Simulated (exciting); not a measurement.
**SrV: single point with PBE**

SrV:

```
Sr V
1.0
     0.00000    2.79577    2.79577
     2.79577    0.00000    2.79577
     2.79577    2.79577    0.00000
Sr V
1 1
Direct
  0.00000 0.00000 0.00000
  0.50000 0.50000 0.50000
```

The cell was built by a generator and needn't be a form met in nature.

```yaml
Program: exciting (release sodium)
Task: single point
Functional: PBE
Potentials_or_basis: all-electron LAPW+lo, shipped species files, valence relativity iora*
rgkmax: 9
k_mesh: 8 × 8 × 8
Occupations: fermi-dirac, width 0.05 eV
Spin: collinear spin, ferromagnetic start
```

```
Band gap on the k mesh                            : none (metal or under the smearing width)
Net moment                                        : 3.04 μB per cell
Site moments                                      : Sr +0.12; V +2.20 μB
All electrons inside the program's atomic spheres : Sr 35.70; V 20.82 (radii Sr 2.3, V 2.0 bohr)
```

Levels at points of the mesh, in eV from the Fermi level:
Spin up:
```csv
k point,band 9,band 10,band 11,band 12,band 13,band 14,band 15,band 16,band 17,band 18
"(0.00, 0.00, 0.00)",-4.70,-1.64,-1.64,-1.40,-1.40,-1.40,5.58,5.58,5.58,7.52
"(0.50, 0.00, 0.00)",-1.56,-1.22,-0.30,-0.30,0.08,0.08,1.44,2.08,2.08,6.32
"(0.50, 0.50, 0.00)",-2.67,-1.80,-1.09,-0.63,0.34,0.34,1.36,4.50,5.63,5.63
```
Spin down:
```tsv
k point	band 8	band 9	band 10	band 11	band 12	band 13
(0.00, 0.00, 0.00)	-16.34	-4.10	-0.13	-0.13	-0.13	0.46
(0.50, 0.00, 0.00)	-16.47	-1.26	-0.20	1.60	1.60	2.59
(0.50, 0.50, 0.00)	-16.52	-1.85	-0.65	1.23	1.63	1.65
```

Run time: 5.2 min on 1 thread of Arm Neoverse V1 (shared host), peak memory 0.17 GiB.

Caveat: the log's total energy holds no entropy term; the free energy is that total less TS from the occupations.
